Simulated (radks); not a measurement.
# Mo³⁺ in [Kr] 4d3: an all-electron calculation

What are the levels of the molybdenum ion Mo3+, how large are its shells, and how does its energy divide?

The numbers are computed with radks (a radial shooting solver on a logarithmic mesh, Libxc functionals) version 1 (scalar-relativistic Kohn-Sham, LDA (Slater exchange, Perdew-Wang correlation), spin-polarised, spherical densities, finite nucleus; open shells are filled with parallel spins first), except any that are marked as measured or tabulated.

## (1) What is computed

- element: molybdenum (Z = 42)
- charge: +3
- electrons: 39
- configuration: [Kr] 4d3
- nuclear rms radius: 4.4091 fm

The outer shells:

Mo³⁺
```
[Kr] core
4d [↑ ][↑ ][↑ ][  ][  ]
```

## (2) Self-consistent calculation

Settings of this run:

```text
Z 42
configuration [Kr] 4d3 5s0 5p0
relativity scalar-relativistic
functional lda,pw
spin polarised
nucleus finite rms 4.4091 fm
c 137.035999084
```

Q: Predict the outcome of this run.

**Answer**, as computed:

| quantity | value |
| --- | --- |
| total energy | -4042.59158 hartree |
| exchange-correlation share of it | 2.93 % |
| −T/E | 1.0308 |
| highest occupied level | 4d up, -34.021 eV |
| most extended occupied level | 4d up, <r> = 1.60 bohr |
| radius at density 0.001 e/bohr³ | 3.28 bohr |
| maxima of the radial density | 4 |
| ionisation energy, NIST | 40.3 (semi-emp.) eV |

What this shows: The radial density shows 4 maxima for 4 occupied principal shells. −T/E is 1.031: with relativity the kinetic term as defined here no longer equals −E. Minus the highest eigenvalue, 34.021 eV, is 84 % of the tabulated ionisation energy (40.3 eV); the potential of a semilocal functional falls off too fast, so its top eigenvalue is too shallow. Open shells are spherical and high-spin; term and fine-structure splittings are not resolved.
